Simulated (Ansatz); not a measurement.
# BaTiO3: the cost of one run

Method: DFT PBE+U+D3(BJ), scalar-relativistic, plane waves, PAW, in Ansatz 0.2.0.

## Step 1: The structure to begin with

It takes space group Pm-3m (No. 221, cubic). Conventional cell: a = 4.006 Å, b = 4.006 Å, c = 4.006 Å, α = 90.00°, β = 90.00°, γ = 90.00°. Around Ba (site symmetry m-3m) lie 12 O at 2.83 Å. Ti (site symmetry m-3m) is surrounded by 6 O at 2.00 Å. Around O (site symmetry 4/mmm) lie 2 Ti at 2.00 Å and 4 Ba at 2.83 Å.

As a file:

```
Ba Ti O
1.0
     4.00600    0.00000    0.00000
     0.00000    4.00600    0.00000
     0.00000    0.00000    4.00600
Ba Ti O
1 1 3
Direct
  0.50000 0.50000 0.50000
  0.00000 0.00000 0.00000
  0.50000 0.00000 0.00000
  0.00000 0.50000 0.00000
  0.00000 0.00000 0.50000
```

The structure comes from the Crystallography Open Database.

(A quick probe on a coarse mesh, which set the mesh and smearing, is not shown.)

## Step 3: The relaxation

input.yaml reads:

```yaml
crystal:
  lattice:
    - [4.006, 0.0, 0.0]
    - [0.0, 4.006, 0.0]
    - [0.0, 0.0, 4.006]
  atoms:
    - { symbol: Ba, position: [0.5, 0.5, 0.5] }
    - { symbol: Ti, position: [0.0, 0.0, 0.0] }
    - { symbol: O, position: [0.5, 0.0, 0.0] }
    - { symbol: O, position: [0.0, 0.5, 0.0] }
    - { symbol: O, position: [0.0, 0.0, 0.5] }
basis:
  ecutwfc: 420
kpoints:
  mp_grid: { grid: [6, 6, 6] }
hamiltonian:
  xc: pbe
  dispersion: d3bj
  hubbard: { sites: [{ species: Ti, l: d, u_eff: 4.0 }] }
scf:
  occupations: { method: gaussian, width: 0.02 }
output:
  forces: true
  stress: true
  eigenvalues: true
  write_density: true
  write_potential: true
  elf: true
  volumetric_format: npy
relax:
  adjacent_minimum: "off"
  f_tol: 0.02
  max_steps: 70
  cell: { stress_tol: 0.1 }
```

On the command line:

```
$ ansatz run input.yaml --threads 2 --pin off --max-ram 5120MiB --backend cpu --events-out ev --progress --plain --runs-dir out
```

Q: Estimate wall time and peak memory on 2 threads of Intel Xeon Platinum 8259CL at 2.50GHz (Skylake/Cascade Lake), shared host.

About 7.4 s, with a peak of 0.48 GiB.
